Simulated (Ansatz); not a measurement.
# CH₄BF₂Ga: small, medium and large basis sets

An exercise on one series of results from a longer session: the logs are not shown, and one member is left open.

The runs use Ansatz 0.2.0, Gaussian basis; one geometry, several basis sets.

Plan: PBE0-D4/def2-SVP; ωB97M-V/def2-SVP; PBE0-D4/def2-QZVPP; ωB97M-V/def2-QZVPP; the functionals' def2-TZVPP values are taken from earlier runs.

**Structure used throughout**

An earlier PBE0-D4 in a triple-zeta def2 set relaxation fixed the geometry.

9 atoms, charge 0, spin multiplicity 1.

Atoms are counted from 1 here; the program's logs count them from 0.

Bond lengths: B1–C2 1.462 Å, B1–Ga5 2.141 Å, B1–H6 1.189 Å, B1–H7 1.220 Å, C2–F3 1.314 Å, C2–F4 1.315 Å, Ga5–H8 1.564 Å, Ga5–H9 1.564 Å. Angles: C2–B1–Ga5 88.3°, C2–B1–H6 121.3°, C2–B1–H7 114.8°, Ga5–B1–H6 109.0°, Ga5–B1–H7 78.7°, H6–B1–H7 123.4°, B1–C2–F3 125.3°, B1–C2–F4 126.9°, F3–C2–F4 107.8°, B1–Ga5–H8 123.0°, B1–Ga5–H9 110.9°, H8–Ga5–H9 125.2°.

Geometry (Å):

```mol
CH4BF2Ga
  3D, bonds by distance, orders not assigned

  9  8  0  0  0  0  0  0  0  0999 V2000
    0.2059    0.8978   -0.4122 B   0  0
    0.1481   -0.3218   -1.2161 C   0  0
   -0.8252   -0.6454   -2.0370 F   0  0
    1.0400   -1.2872   -1.2501 F   0  0
   -0.3185   -0.2792    1.2975 Ga  0  0
   -0.5967    1.7653   -0.5455 H   0  0
    1.2096    1.0116    0.2722 H   0  0
    0.2430   -1.7175    1.5476 H   0  0
   -1.1061    0.5764    2.3436 H   0  0
  1  2  8  0
  1  5  8  0
  1  6  8  0
  1  7  8  0
  2  3  8  0
  2  4  8  0
  5  8  8  0
  5  9  8  0
M  END
```

The first run:

Input file in.yaml:

```yaml
crystal:
  periodic: [false, false, false]
  atoms:
    - {symbol: B, position_ang: [0.205909, 0.897785, -0.412244]}
    - {symbol: C, position_ang: [0.148081, -0.321787, -1.216053]}
    - {symbol: F, position_ang: [-0.825237, -0.645382, -2.037043]}
    - {symbol: F, position_ang: [1.039976, -1.287189, -1.250132]}
    - {symbol: Ga, position_ang: [-0.318473, -0.279173, 1.297512]}
    - {symbol: H, position_ang: [-0.596731, 1.765284, -0.545462]}
    - {symbol: H, position_ang: [1.209639, 1.011555, 0.272170]}
    - {symbol: H, position_ang: [0.242987, -1.717509, 1.547633]}
    - {symbol: H, position_ang: [-1.106141, 0.576427, 2.343628]}
basis:
  gaussian: {orbitals: def2-SVP}
hamiltonian: {xc: pbe0, dispersion: d4}
output: {orbitals: {seedname: orbitals}}
```

Run with:

```console
ansatz run in.yaml --threads 4 --pin off --events-out ev --progress --plain --max-ram 10444MiB
```

Steps of the session up to this table: PBE0-D4 in def2-SVP; ωB97M-V in def2-SVP; PBE0-D4 in def2-QZVPP; ωB97M-V in def2-QZVPP.

One table of the session follows, with a row left open; its other results are not shown here.

It belongs to the step «Functionals by basis». 

| functional | basis | HOMO (eV) | LUMO (eV) |
| --- | --- | --- | --- |
| PBE0-D4 | def2-SVP | -7.36 | -1.75 |
| PBE0-D4 | def2-TZVPP | -7.40 | -1.78 |
| PBE0-D4 | def2-QZVPP | -7.42 | -1.80 |
| ωB97M-V | def2-SVP | -9.37 | 0.01 |
| ωB97M-V | def2-TZVPP | ? | ? |
| ωB97M-V | def2-QZVPP | -9.46 | -0.19 |

Estimate the missing values for ωB97M-V, def2-TZVPP.

**Answer.** HOMO (eV): -9.44; LUMO (eV): -0.06. In the column «HOMO (eV)» it lies between ωB97M-V, def2-QZVPP (-9.46) and ωB97M-V, def2-SVP (-9.37).
